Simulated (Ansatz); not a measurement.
**GeClF (SMILES [F][Ge][Cl]) at HF/def2-TZVP**

What is the electronic atomisation energy of GeClF at HF/def2-TZVP? 

The calculation is run with Ansatz 0.2.0.

33 further runs of the same task are left out: 33 set aside as unsound or not needed.

### 1 The molecule

GeClF: 3 atoms, total charge 0, spin state singlet. SMILES: `[F][Ge][Cl]`. The shape is that of a PBE0-D4/def2-TZVP optimisation.

Bond lengths: F1–Ge2 1.748 Å, Ge2–Cl3 2.180 Å. Angles: F1–Ge2–Cl3 98.3°.

### 2 A single-point energy at HF/def2-TZVP

Input file molecule.yaml:

```yaml
crystal:
  periodic: [false, false, false]
  atoms:
    - symbol: F
      position_ang: [0.110400, 1.418700, 0.206200]
    - symbol: Ge
      position_ang: [-0.762800, 0.035600, -0.410300]
    - symbol: Cl
      position_ang: [0.641600, -1.519100, 0.191000]
basis:
  gaussian:
    orbitals: def2-TZVP
hamiltonian:
  xc: hf
accuracy: high
output:
  orbitals: {seedname: orbitals}
```

On the command line:

```
ansatz run molecule.yaml --threads 1 --pin off --max-ram 3480MiB --events-out events.jsonl --progress --plain --runs-dir runs
```

Log:

```text
Warning: RAYON_NUM_THREADS=1 ignored (pool sized by the plan → 1); use --threads N
Functional definition: HF
  name "HF"
  exchange = exact_x
  correlation = 0
1709 factors; integrals over basis functions are off by at most 4.6e-9 eV
mean field evaluation 1: about -71684.7874 eV, gradient 3.2e1 eV
mean field evaluation 2: about -71684.8880 eV, gradient 3.2e1 eV
mean field evaluation 4: about -71686.9503 eV, gradient 2.1e0 eV
mean field evaluation 8: about -71686.9824 eV, gradient 2.8e-1 eV
mean field evaluation 16: about -71686.9830 eV, gradient 1.2e-8 eV
mean field -71686.98299721 eV, -2634.4480339653 hartree, gradient 7.5e-8 eV, S^2 0.000000; 0 other end points of the search recorded, 0 dependent functions left out
reference -71686.98299721 eV, -2634.4480339653 hartree; 29, 29 occupied and 87, 87 virtual orbitals, 1709 factors
Total energy: -71686.98299721 eV, -2634.4480339653 hartree
```

Wall time 3.3 s (1 thread of Arm Neoverse V2, shared host); peak memory 0.3 GiB.

### 3 The Cl atom, same level

Input file input.yaml:

```yaml
basis:
  gaussian:
    orbitals: def2-TZVP
crystal:
  periodic: [false, false, false]
  atoms:
    - {symbol: Cl, position_ang: [0.000000, 0.000000, 0.000000]}
accuracy: high
magnetization:
  spin_polarized: true
  initial_magnetization: 1
hamiltonian:
  xc: hf
```

Run the same way, it converges to -459.47681 Eh (log not shown).

### 4 The F atom at the same level

Input file molecule.yaml:

```yaml
crystal:
  periodic: [false, false, false]
  atoms:
    - {symbol: F, position_ang: [0.000000, 0.000000, 0.000000]}
basis:
  gaussian:
    orbitals: def2-TZVP
magnetization:
  spin_polarized: true
  initial_magnetization: 1
hamiltonian:
  xc: hf
accuracy: high
```

Run the same way, it converges to -99.41180 Eh (log not shown).

### 5 The Ge atom at the same level

Input file molecule.yaml:

```yaml
crystal:
  periodic: [false, false, false]
  atoms:
    - symbol: Ge
      position_ang: [0.000000, 0.000000, 0.000000]
basis:
  gaussian: {orbitals: def2-TZVP}
magnetization: {spin_polarized: true, initial_magnetization: 2}
hamiltonian: {xc: hf}
accuracy: high
```

Run the same way, it converges to -2075.32100 Eh (log not shown).

### 6 What came out

Level: HF/def2-TZVP.

| quantity | value |
| --- | --- |
| molecule: total energy | -2634.44803 Eh |
| molecule: HOMO energy | -11.00 eV |
| molecule: LUMO energy | 0.20 eV |
| molecule: HOMO–LUMO gap | 11.20 eV |
| Cl atom: total energy | -459.47681 Eh |
| Cl atom: ⟨S²⟩ | 0.760 |
| F atom: total energy | -99.41180 Eh |
| F atom: ⟨S²⟩ | 0.754 |
| Ge atom: total energy | -2075.32100 Eh |
| Ge atom: ⟨S²⟩ | 2.011 |
| electronic atomisation energy | 6.488 eV |

In words: Taking the molecule apart into free atoms costs 6.49 eV (626 kJ/mol), before zero-point energy and without spin-orbit coupling. Hartree–Fock lacks the correlation of the bonding pairs, which as a rule makes this value much too low; in minimal bases other errors can mask that.
